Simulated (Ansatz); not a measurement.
# SiBrCl: vertical ionisation energy

Aim: the vertical ionisation energy of SiBrCl, as cation minus neutral at the neutral's geometry, on several levels, and how well −ε(HOMO) stands in for it.

Computed with Ansatz 0.2.0, Gaussian basis. Level: unrestricted cation, the program's frozen cores in correlated methods.

Plan: UKS PBE-D4/def2-TZVPP; UKS r2SCAN-D4/def2-TZVPP; UKS PBE0-D4/def2-TZVPP; UKS B3LYP-D4/def2-TZVPP; UKS wB97X-V/def2-TZVPP; UKS wB97M-V/def2-TZVPP; UKS B2PLYP/def2-TZVPP; UHF-CCSD(T)/def2-TZVPP; UHF-MP2/def2-QZVPP; extrapolation to the limit; then −ε(HOMO) from the neutral's earlier runs with LDA (SPW92), PBE-D4, revPBE-D4, BLYP-D4, r2SCAN-D4, B97M-V, PBE0-D4, B3LYP-D4, r2SCANh-D4, r2SCAN0-D4, HSE06-D4, BHLYP-D4, CAM-B3LYP-D4, LC-ωPBE, ωB97X-V, ωB97M-V.

## (1) The relaxed structure

The geometry comes from an earlier relaxation with PBE0-D4 in a triple-zeta def2 set; it is a stationary point.

SMILES `Cl[Si]Br`, 3 atoms, charge 0, spin multiplicity 1.

Atoms are counted from 1 here; the program's logs count them from 0.

Bond lengths: Cl1–Si2 2.076 Å, Si2–Br3 2.251 Å. Angles: Cl1–Si2–Br3 101.6°.

## (2) Cation, UKS PBE-D4/def2-TZVPP

The input, in.yaml:

```yaml
crystal:
  periodic: [false, false, false]
  atoms:
    - {symbol: Cl, position_ang: [0.717355, 1.421060, 0.538406]}
    - {symbol: Si, position_ang: [-0.767694, 0.302058, -0.384186]}
    - {symbol: Br, position_ang: [0.039439, -1.787918, -0.167520]}
basis:
  gaussian: {orbitals: def2-TZVPP}
total_charge: 1
magnetization: {spin_polarized: true, initial_magnetization: 1}
hamiltonian: {xc: pbe, dispersion: d4}
```

The run is started by

```sh
$ ansatz run in.yaml --threads 4 --pin off --events-out ev --progress --plain --max-ram 10444MiB
```

After this run come: Cation, UKS r2SCAN-D4/def2-TZVPP; Cation, UKS PBE0-D4/def2-TZVPP; Cation, UKS B3LYP-D4/def2-TZVPP; Cation, UKS wB97X-V/def2-TZVPP; Cation, UKS wB97M-V/def2-TZVPP; Cation, UKS B2PLYP (frozen core)/def2-TZVPP; Cation, UHF-CCSD(T)/def2-TZVPP; Cation, UHF-MP2/def2-QZVPP.

**Question.** What will the summary of the whole plan be? Wanted: ionisation energy, CCSD(T)/CBS; nearest functional by difference; nearest −ε(HOMO); −ε(HOMO) of PBE; T1 of the cation.

The runs gave:

| quantity | value |
| --- | --- |
| ionisation energy, CCSD(T)/CBS | 9.98 eV |
| nearest functional by difference | ωB97M-V (-0.12 eV) |
| nearest −ε(HOMO) | LC-ωPBE (+0.15 eV) |
| −ε(HOMO) of PBE | 6.55 eV |
| T1 of the cation | 0.019 |

In words: By cation minus neutral, the functionals miss by 0.43 eV at most. −ε(HOMO) of PBE misses by 3.4 eV, since self-interaction lifts the level. Among orbital estimates LC-ωPBE comes nearest. Hartree-Fock falls 0.95 eV short, as the neutral has more correlation energy than the cation. Correlated methods include outer-core shells of Br, which these sets cover unevenly. With outer-core shells in play the reference is unsure by up to some tenths of an eV, so close misses can't be ranked.
